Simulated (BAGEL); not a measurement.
# triplet C2H8GaN: levels of theory compared

Wanted: a comparison of 3 runs (ROHF/6-31G*, ROHF/cc-pVDZ, UHF/cc-pVDZ) of triplet C2H8GaN. 

The calculation is run with BAGEL 1.2.2.

2 further runs of the same task are left out: 2 set aside as unsound or not needed.

### 1 The molecule

The species is C2H8GaN (12 atoms), meant as a triplet with charge 0. SMILES of the parent species: `[CH3][Ga]([CH3])[NH2]`. Geometry: relaxed at PBE0-D4/def2-TZVP. That shape belongs to the parent species and isn't relaxed for this state.

Bond lengths: C1–Ga2 1.967 Å, Ga2–C3 1.967 Å, Ga2–N4 1.824 Å, C1–H5 1.091 Å, C1–H6 1.093 Å, C1–H7 1.093 Å, C3–H8 1.093 Å, C3–H9 1.091 Å, C3–H10 1.093 Å, N4–H11 1.006 Å, N4–H12 1.006 Å. Some angles: C1–Ga2–C3 126.1°, C1–Ga2–N4 117.0°, C3–Ga2–N4 117.0°, Ga2–C1–H5 111.8°, Ga2–C1–H6 110.6°, Ga2–C1–H7 110.6°, Ga2–C3–H8 110.6°, Ga2–C3–H9 111.7°, Ga2–C3–H10 110.6°, Ga2–N4–H11 124.2°.

### 2 The energy at ROHF/6-31G(d) (density fitting with cc-pvqz-jkfit, spherical functions) (run 1)

Contents of hf.json:

```json
{ "bagel" : [

{
  "title" : "molecule",
  "basis" : "6-31gs.json",
  "df_basis" : "cc-pvqz-jkfit",
  "angstrom" : true,
  "geometry" : [
    { "atom" : "C", "xyz" : [   -0.496600,    1.795100,   -0.383100 ] },
    { "atom" : "Ga", "xyz" : [   -0.078800,   -0.097900,   -0.052000 ] },
    { "atom" : "C", "xyz" : [    1.442300,   -0.783000,    0.989400 ] },
    { "atom" : "N", "xyz" : [   -1.206800,   -1.333200,   -0.779100 ] },
    { "atom" : "H", "xyz" : [   -1.389900,    1.910300,   -0.999000 ] },
    { "atom" : "H", "xyz" : [   -0.659300,    2.323300,    0.559900 ] },
    { "atom" : "H", "xyz" : [    0.336100,    2.290100,   -0.889200 ] },
    { "atom" : "H", "xyz" : [    1.414300,   -0.397200,    2.011600 ] },
    { "atom" : "H", "xyz" : [    1.443400,   -1.873300,    1.034100 ] },
    { "atom" : "H", "xyz" : [    2.387700,   -0.456700,    0.548400 ] },
    { "atom" : "H", "xyz" : [   -2.017200,   -1.104900,   -1.329400 ] },
    { "atom" : "H", "xyz" : [   -1.098200,   -2.328000,   -0.677500 ] }
  ]
},
{
  "title" : "rohf",
  "nopen" : 2
},
{
  "title" : "print",
  "file" : "orbitals.molden",
  "orbitals" : true
}

]}
```

The basis set 6-31G* is read from a file made from the Basis Set Exchange's data (not shown).

On the command line:

```bash
$ BAGEL_NUM_THREADS=1 BAGEL hf.json > hf.out
```

Log:

```text
* using 1 threads per process

  ===============================================================
  ===============================================================

  *** Geometry ***

  { "atom" : "C", "xyz" : [     -0.938438,      3.392247,     -0.723954 ] },
  { "atom" : "Ga", "xyz" : [     -0.148910,     -0.185004,     -0.098266 ] },
  { "atom" : "C", "xyz" : [      2.725552,     -1.479656,      1.869695 ] },
  { "atom" : "N", "xyz" : [     -2.280521,     -2.519383,     -1.472286 ] },
  { "atom" : "H", "xyz" : [     -2.626530,      3.609944,     -1.887836 ] },
  { "atom" : "H", "xyz" : [     -1.245896,      4.390401,      1.058058 ] },
  { "atom" : "H", "xyz" : [      0.635137,      4.327662,     -1.680344 ] },
  { "atom" : "H", "xyz" : [      2.672640,     -0.750599,      3.801373 ] },
  { "atom" : "H", "xyz" : [      2.727631,     -3.540024,      1.954166 ] },
  { "atom" : "H", "xyz" : [      4.512099,     -0.863038,      1.036326 ] },
  { "atom" : "H", "xyz" : [     -3.811956,     -2.087958,     -2.512202 ] },
  { "atom" : "H", "xyz" : [     -2.075297,     -4.399282,     -1.280289 ] },

  Number of auxiliary basis functions:      944

  Since a DF basis is specified, we compute 2- and 3-index integrals:
    o Being stored without compression. Storage requirement is 0.061 GB

  Number of basis functions:       90
  Number of electrons      :       58

    * METHOD: MOLECULE                             1.21

  *** Open-shell HF ***

  === Nuclear Repulsion ===
   277.3089924280

      * DIIS with orbital gradients will be used.

  === ROHF iteration (6-31gs.json) ===
      0      -2057.28160303          0.03673631           0.41
      1      -2057.42829971          0.02840606           0.42
      2      -2057.48896322          0.01996838           0.40
      3      -2057.54973156          0.00137375           0.41
      4      -2057.55152542          0.00071584           0.42
      5      -2057.55234243          0.00041591           0.40
      6      -2057.55290556          0.00026715           0.38
      7      -2057.55323963          0.00014010           0.38
      8      -2057.55337160          0.00004131           0.38
      9      -2057.55342986          0.00001750           0.41
     10      -2057.55343872          0.00001202           0.40
     11      -2057.55343923          0.00001210           0.40
     12      -2057.55343830          0.00001246           0.39
     13      -2057.55343798          0.00000949           0.38
     14      -2057.55343713          0.00000500           0.39
     15      -2057.55343639          0.00000464           0.39
[... 21 lines of this table left out ...]
     37      -2057.55343663          0.00000002           0.43
     38      -2057.55343664          0.00000001           0.39
     39      -2057.55343664          0.00000001           0.39
     40      -2057.55343664          0.00000001           0.41
     41      -2057.55343664          0.00000001           0.39
     42      -2057.55343664          0.00000001           0.39
     43      -2057.55343664          0.00000001           0.39
     44      -2057.55343664          0.00000001           0.38
    * SCF iteration converged.

    * S^2 (ROHF) is 2.0000

    * Permanent dipole moment:
           (    0.140242,     0.150492,     0.084177) a.u.

    * METHOD: ROHF                                18.20

    * METHOD: PRINT                                0.01

  ===============================================================
```

Wall time 20 s (1 thread of Intel Xeon Platinum 8375C at 2.90GHz (Ice Lake), shared host); peak memory 0.24 GiB.

### 3 The energy at ROHF/cc-pVDZ (density fitting with cc-pvqz-jkfit) (run 2)

Contents of calc.json:

```json
{ "bagel": [

{
  "title": "molecule",
  "basis": "cc-pvdz.json",
  "df_basis": "cc-pvqz-jkfit",
  "angstrom": true,
  "geometry": [
    { "atom": "C", "xyz": [      -0.496600,       1.795100,      -0.383100 ] },
    { "atom": "Ga", "xyz": [      -0.078800,      -0.097900,      -0.052000 ] },
    { "atom": "C", "xyz": [       1.442300,      -0.783000,       0.989400 ] },
    { "atom": "N", "xyz": [      -1.206800,      -1.333200,      -0.779100 ] },
    { "atom": "H", "xyz": [      -1.389900,       1.910300,      -0.999000 ] },
    { "atom": "H", "xyz": [      -0.659300,       2.323300,       0.559900 ] },
    { "atom": "H", "xyz": [       0.336100,       2.290100,      -0.889200 ] },
    { "atom": "H", "xyz": [       1.414300,      -0.397200,       2.011600 ] },
    { "atom": "H", "xyz": [       1.443400,      -1.873300,       1.034100 ] },
    { "atom": "H", "xyz": [       2.387700,      -0.456700,       0.548400 ] },
    { "atom": "H", "xyz": [      -2.017200,      -1.104900,      -1.329400 ] },
    { "atom": "H", "xyz": [      -1.098200,      -2.328000,      -0.677500 ] }
  ]
},

{ "title": "rohf", "nopen": 2 },

{ "title": "print", "file": "orbitals.molden", "orbitals": true }

]}
```

The basis set cc-pVDZ is read from a file made from the Basis Set Exchange's data (not shown).

On the command line:

```bash
$ BAGEL_NUM_THREADS=1 BAGEL calc.json > calc.out
```

Log:

```text
* using 1 threads per process

  ===============================================================
  ===============================================================

  *** Geometry ***

  { "atom" : "C", "xyz" : [     -0.938438,      3.392247,     -0.723954 ] },
  { "atom" : "Ga", "xyz" : [     -0.148910,     -0.185004,     -0.098266 ] },
  { "atom" : "C", "xyz" : [      2.725552,     -1.479656,      1.869695 ] },
  { "atom" : "N", "xyz" : [     -2.280521,     -2.519383,     -1.472286 ] },
  { "atom" : "H", "xyz" : [     -2.626530,      3.609944,     -1.887836 ] },
  { "atom" : "H", "xyz" : [     -1.245896,      4.390401,      1.058058 ] },
  { "atom" : "H", "xyz" : [      0.635137,      4.327662,     -1.680344 ] },
  { "atom" : "H", "xyz" : [      2.672640,     -0.750599,      3.801373 ] },
  { "atom" : "H", "xyz" : [      2.727631,     -3.540024,      1.954166 ] },
  { "atom" : "H", "xyz" : [      4.512099,     -0.863038,      1.036326 ] },
  { "atom" : "H", "xyz" : [     -3.811956,     -2.087958,     -2.512202 ] },
  { "atom" : "H", "xyz" : [     -2.075297,     -4.399282,     -1.280289 ] },

  Number of auxiliary basis functions:      944

  Since a DF basis is specified, we compute 2- and 3-index integrals:
    o Being stored without compression. Storage requirement is 0.090 GB

  Number of basis functions:      109
  Number of electrons      :       58

    * METHOD: MOLECULE                             1.27

  *** Open-shell HF ***

  === Nuclear Repulsion ===
   277.3089924280

      * DIIS with orbital gradients will be used.

  === ROHF iteration (cc-pvdz.json) ===
      0      -2057.48729404          0.03062246           0.58
      1      -2057.68349392          0.02324105           0.55
      2      -2057.75089320          0.01417025           0.53
      3      -2057.80781366          0.00169153           0.53
      4      -2057.80964876          0.00060210           0.57
      5      -2057.81053033          0.00037043           0.62
      6      -2057.81104490          0.00017412           0.55
      7      -2057.81128144          0.00007268           0.54
      8      -2057.81136830          0.00002998           0.54
      9      -2057.81141093          0.00001487           0.58
     10      -2057.81141247          0.00001188           0.54
     11      -2057.81141188          0.00001288           0.54
     12      -2057.81141195          0.00001058           0.56
     13      -2057.81141142          0.00000524           0.56
     14      -2057.81141032          0.00000492           0.56
     15      -2057.81141035          0.00000339           0.56
[... 22 lines of this table left out ...]
     38      -2057.81141034          0.00000003           0.51
     39      -2057.81141034          0.00000003           0.51
     40      -2057.81141034          0.00000003           0.51
     41      -2057.81141034          0.00000003           0.52
     42      -2057.81141034          0.00000003           0.51
     43      -2057.81141034          0.00000002           0.51
     44      -2057.81141034          0.00000001           0.51
     45      -2057.81141034          0.00000001           0.51
    * SCF iteration converged.

    * S^2 (ROHF) is 2.0000

    * Permanent dipole moment:
           (    0.102628,     0.110417,     0.061987) a.u.

    * METHOD: ROHF                                25.64

    * METHOD: PRINT                                0.02

  ===============================================================
```

Wall time 28 s (1 thread of Intel Xeon Platinum 8375C at 2.90GHz (Ice Lake), shared host); peak memory 0.3 GiB.

### 4 The energy at UHF/cc-pVDZ (density fitting with cc-pvqz-jkfit) (run 3)

Contents of input.json:

```json
{ "bagel": [

{
  "title": "molecule",
  "basis": "cc-pvdz.json",
  "df_basis": "cc-pvqz-jkfit",
  "angstrom": "true",
  "geometry": [
    { "atom": "C", "xyz": [      -0.496600,       1.795100,      -0.383100 ] },
    { "atom": "Ga", "xyz": [      -0.078800,      -0.097900,      -0.052000 ] },
    { "atom": "C", "xyz": [       1.442300,      -0.783000,       0.989400 ] },
    { "atom": "N", "xyz": [      -1.206800,      -1.333200,      -0.779100 ] },
    { "atom": "H", "xyz": [      -1.389900,       1.910300,      -0.999000 ] },
    { "atom": "H", "xyz": [      -0.659300,       2.323300,       0.559900 ] },
    { "atom": "H", "xyz": [       0.336100,       2.290100,      -0.889200 ] },
    { "atom": "H", "xyz": [       1.414300,      -0.397200,       2.011600 ] },
    { "atom": "H", "xyz": [       1.443400,      -1.873300,       1.034100 ] },
    { "atom": "H", "xyz": [       2.387700,      -0.456700,       0.548400 ] },
    { "atom": "H", "xyz": [      -2.017200,      -1.104900,      -1.329400 ] },
    { "atom": "H", "xyz": [      -1.098200,      -2.328000,      -0.677500 ] }
  ]
},

{
  "title": "uhf",
  "nopen": 2
},

{
  "title": "print",
  "file": "orbitals.molden",
  "orbitals": "true"
}

]}
```

The basis set cc-pVDZ is read from a file made from the Basis Set Exchange's data (not shown).

On the command line:

```bash
$ BAGEL_NUM_THREADS=1 BAGEL input.json > input.out
```

Log:

```text
* using 1 threads per process

  ===============================================================
  ===============================================================

  *** Geometry ***

  { "atom" : "C", "xyz" : [     -0.938438,      3.392247,     -0.723954 ] },
  { "atom" : "Ga", "xyz" : [     -0.148910,     -0.185004,     -0.098266 ] },
  { "atom" : "C", "xyz" : [      2.725552,     -1.479656,      1.869695 ] },
  { "atom" : "N", "xyz" : [     -2.280521,     -2.519383,     -1.472286 ] },
  { "atom" : "H", "xyz" : [     -2.626530,      3.609944,     -1.887836 ] },
  { "atom" : "H", "xyz" : [     -1.245896,      4.390401,      1.058058 ] },
  { "atom" : "H", "xyz" : [      0.635137,      4.327662,     -1.680344 ] },
  { "atom" : "H", "xyz" : [      2.672640,     -0.750599,      3.801373 ] },
  { "atom" : "H", "xyz" : [      2.727631,     -3.540024,      1.954166 ] },
  { "atom" : "H", "xyz" : [      4.512099,     -0.863038,      1.036326 ] },
  { "atom" : "H", "xyz" : [     -3.811956,     -2.087958,     -2.512202 ] },
  { "atom" : "H", "xyz" : [     -2.075297,     -4.399282,     -1.280289 ] },

  Number of auxiliary basis functions:      944

  Since a DF basis is specified, we compute 2- and 3-index integrals:
    o Being stored without compression. Storage requirement is 0.090 GB

  Number of basis functions:      109
  Number of electrons      :       58

    * METHOD: MOLECULE                             1.28

  *** Open-shell HF ***

  === Nuclear Repulsion ===
   277.3089924280

      * DIIS with orbital gradients will be used.

  === UHF iteration (cc-pvdz.json) ===
      0      -2057.48729404          0.03062246           0.54
      1      -2057.69086176          0.02323093           0.55
      2      -2057.76084132          0.01417172           0.54
      3      -2057.81729499          0.00166640           0.52
      4      -2057.81937052          0.00055285           0.52
      5      -2057.82006428          0.00030311           0.54
      6      -2057.82042114          0.00014642           0.54
      7      -2057.82056345          0.00008431           0.52
      8      -2057.82062120          0.00004679           0.51
      9      -2057.82063937          0.00003294           0.54
     10      -2057.82064548          0.00003451           0.52
     11      -2057.82064567          0.00003382           0.53
     12      -2057.82063805          0.00002414           0.53
     13      -2057.82063756          0.00001203           0.52
     14      -2057.82063812          0.00000778           0.52
     15      -2057.82063871          0.00000456           0.52
[... 47 lines of this table left out ...]
     63      -2057.82063889          0.00000001           0.51
     64      -2057.82063889          0.00000001           0.53
     65      -2057.82063889          0.00000001           0.52
     66      -2057.82063889          0.00000001           0.54
     67      -2057.82063889          0.00000001           0.52
     68      -2057.82063889          0.00000001           0.54
     69      -2057.82063889          0.00000001           0.55
     70      -2057.82063889          0.00000001           0.55
    * SCF iteration converged.

    * S^2 (UHF) is 2.0360

    * Permanent dipole moment:
           (    0.077474,     0.083344,     0.046637) a.u.

    * METHOD: UHF                                 37.71

    * METHOD: PRINT                                0.02

  ===============================================================
```

Run time: 40 s. Hardware: 1 thread of Intel Xeon Platinum 8375C at 2.90GHz (Ice Lake), shared host; peak memory 0.3 GiB.

### 5 The series

```csv
run,level,energy (Eh),dipole moment (D),⟨S²⟩,wall time
1,"ROHF/6-31G* (density fitting with cc-pvqz-jkfit, spherical functions)",-2057.553437,0.56,2.000,20 s
2,ROHF/cc-pVDZ (density fitting with cc-pvqz-jkfit),-2057.811410,0.41,2.000,28 s
3,UHF/cc-pVDZ (density fitting with cc-pvqz-jkfit),-2057.820639,0.31,2.036,40 s
```

### 6 Results

```
            quantity           value
 run 3: total energy  -2057.82064 Eh
run 3: dipole moment          0.31 D
         run 3: ⟨S²⟩           2.036
```

In words: The dipole moment (its size) runs from 0.31 D (UHF/cc-pVDZ) to 0.56 D (ROHF/6-31G*). The two ends differ in method and basis. All runs together took 87 s, the longest 40 s.
